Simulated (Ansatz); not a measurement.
**C2H6IIn: a ladder of functionals and wavefunction methods**

One table from this session's results is given with a row withheld; the runs are named, their logs left out.

The runs use Ansatz 0.2.0, Gaussian basis; functionals in def2-TZVPP, the program's frozen cores in correlated methods.

Levels to be run: LDA (SPW92), PBE-D4, revPBE-D4, BLYP-D4, r2SCAN-D4, B97M-V, PBE0-D4, B3LYP-D4, r2SCANh-D4, r2SCAN0-D4, HSE06-D4, BHLYP-D4, CAM-B3LYP-D4, LC-ωPBE, ωB97X-V, ωB97M-V, B2PLYP, PBE-QIDH; CCSD(T)/def2-SVP; CCSD(T)/def2-TZVPP; MP2/def2-QZVPP; extrapolation to the limit; RPA on PBE.

### The relaxed structure

All runs share one geometry, relaxed beforehand with PBE0-D4 in a triple-zeta def2 set. In, I take the def2 core potential; no spin-orbit term is included.

SMILES `[CH3][In]([CH3])[I]`, 10 atoms, charge 0, spin multiplicity 1.

Atoms are counted from 1 here; the program's logs count them from 0.

Bond lengths: C1–In2 2.139 Å, C1–H5 1.090 Å, C1–H6 1.090 Å, C1–H7 1.092 Å, In2–C3 2.139 Å, In2–I4 2.705 Å, C3–H8 1.091 Å, C3–H9 1.090 Å, C3–H10 1.090 Å. Angles: In2–C1–H5 111.7°, In2–C1–H6 109.0°, In2–C1–H7 108.7°, H5–C1–H6 109.9°, H5–C1–H7 109.2°, H6–C1–H7 108.4°, C1–In2–C3 136.7°, C1–In2–I4 111.7°, C3–In2–I4 111.6°, In2–C3–H8 108.6°, In2–C3–H9 108.9°, In2–C3–H10 111.7°, H8–C3–H9 108.3°, H8–C3–H10 109.2°, H9–C3–H10 109.9°.

Set-up of the first run:

in.yaml reads:

```yaml
crystal:
  periodic: [false, false, false]
  atoms:
    - {symbol: C, position_ang: [-0.587474, 1.811348, -0.653023]}
    - {symbol: In, position_ang: [-0.265711, -0.259185, -0.220933]}
    - {symbol: C, position_ang: [1.073365, -1.406116, 0.990946]}
    - {symbol: I, position_ang: [-2.029850, -1.840449, -1.526763]}
    - {symbol: H, position_ang: [0.261594, 2.422621, -0.347810]}
    - {symbol: H, position_ang: [-0.763206, 1.926955, -1.722522]}
    - {symbol: H, position_ang: [-1.479585, 2.144717, -0.119682]}
    - {symbol: H, position_ang: [0.525224, -1.782156, 1.856617]}
    - {symbol: H, position_ang: [1.429842, -2.259263, 0.413599]}
    - {symbol: H, position_ang: [1.919002, -0.809572, 1.332571]}
basis:
  gaussian: {orbitals: def2-TZVPP}
hamiltonian: {xc: lda}
output: {orbitals: {seedname: orbitals}}
```

Launch:

```console
$ ansatz run in.yaml --threads 4 --pin off --events-out ev --progress --plain --max-ram 10444MiB
```

Among the steps run: LDA; PBE-D4 (GGA); revPBE-D4 (GGA); BLYP-D4 (GGA); r2SCAN-D4 (meta-GGA); B97M-V (meta-GGA); PBE0-D4 (hybrid); B3LYP-D4 (hybrid); r2SCANh-D4 (hybrid); r2SCAN0-D4 (hybrid); HSE06-D4 (hybrid); BHLYP-D4 (hybrid); CAM-B3LYP-D4 (range-separated); LC-ωPBE (range-separated); ωB97X-V (range-separated); ωB97M-V (range-separated); B2PLYP (double hybrid); PBE-QIDH (double hybrid).

One of the session's tables, all rows but one given; the rest of the session is left out.

It belongs to the step «Orbital energies across the functionals». 

```
  functional  HOMO (eV)  LUMO (eV)  gap (eV)
 LDA (SPW92)      -5.99      -2.34      3.65
      PBE-D4      -5.83      -2.07      3.76
   revPBE-D4      -5.77      -1.94      3.83
     BLYP-D4      -5.65      -2.02      3.63
   r2SCAN-D4      -6.10      -1.83      4.26
      B97M-V      -6.12      -2.05      4.07
     PBE0-D4      -6.93      -1.36      5.56
    B3LYP-D4      -6.68      -1.63      5.05
  r2SCANh-D4      -6.50      -1.59      4.91
  r2SCAN0-D4      -7.11      -1.23      5.88
    HSE06-D4      -6.54      -1.72      4.82
    BHLYP-D4      -7.86      -0.72      7.14
CAM-B3LYP-D4          ?          ?         ?
     LC-ωPBE      -9.48       0.53     10.01
     ωB97X-V      -9.15       0.37      9.52
     ωB97M-V      -9.03       0.09      9.12
```

Estimate the missing values for CAM-B3LYP-D4.

The run gave: HOMO (eV): -8.15; LUMO (eV): -0.57; gap (eV): 7.58. In the column «HOMO (eV)» it lies between ωB97M-V (-9.03) and BHLYP-D4 (-7.86).
